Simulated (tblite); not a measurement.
# C6H12BGa: the cost of one run

The runs use tblite 0.8.0 and PySCF 2.14.0, with density-fitted response routines of our own; the level of theory stands in each step. All values are computed, except where a source is named. Atoms count from 0, in the outputs and in this text.

**1. The molecule as given**

20 atoms, charge 0, multiplicity 1; geometry from: force field or distance geometry start.

Bonds of the start (Å): B0–C1 1.58, C1–C2 1.54, C2–C3 1.52, C2–C4 1.51, C2–Ga5 1.98, Ga5–C6 2.16, C6–C7 1.24, B0–H8 1.17, B0–H9 1.21, C1–H10 1.13, C1–H11 1.08, C3–H12 1.11, C3–H13 1.10, C3–H14 1.13, C4–H15 1.11, C4–H16 1.13, C4–H17 1.11, Ga5–H18 1.67, C7–H19 1.08.

**2. Relaxing the molecule with GFN2-xTB**

The job: settings as JSON, then the geometry in Å.

```
{"job": {"kind": "relax", "xc": "GFN2-xTB", "basis": "xTB"}, "charge": 0, "multiplicity": 1}
B     -0.916400     2.260000    -0.056700
C     -1.151300     1.002500    -0.989000
C     -0.226600    -0.164100    -0.609700
C     -0.579200    -0.496900     0.827400
C     -0.726200    -1.341700    -1.413300
Ga     1.682100    -0.223600    -1.136900
C      2.686800    -0.058000     0.768700
C      3.247300     0.020100     1.867200
H     -0.249300     2.252600     0.907800
H     -1.801000     3.081000    -0.090100
H     -2.187300     0.619300    -0.753100
H     -1.057700     1.252800    -2.034800
H     -1.678700    -0.488200     0.997900
H     -0.140300    -1.458500     1.140300
H     -0.174500     0.312400     1.500500
H     -0.616800    -2.315100    -0.900200
H     -1.810600    -1.142900    -1.652400
H     -0.212800    -1.428700    -2.395900
H      2.183100    -1.742600    -1.633600
H      3.724100     0.070100     2.833600
```

Command:

```console
> OMP_NUM_THREADS=1 python probes_run.py task.json out
```

The driver reads the jobs from task.json and runs them one after another.

**Question.** How long does this first job take on 1 thread of Arm Neoverse N1, shared host?

About 2.4 s.
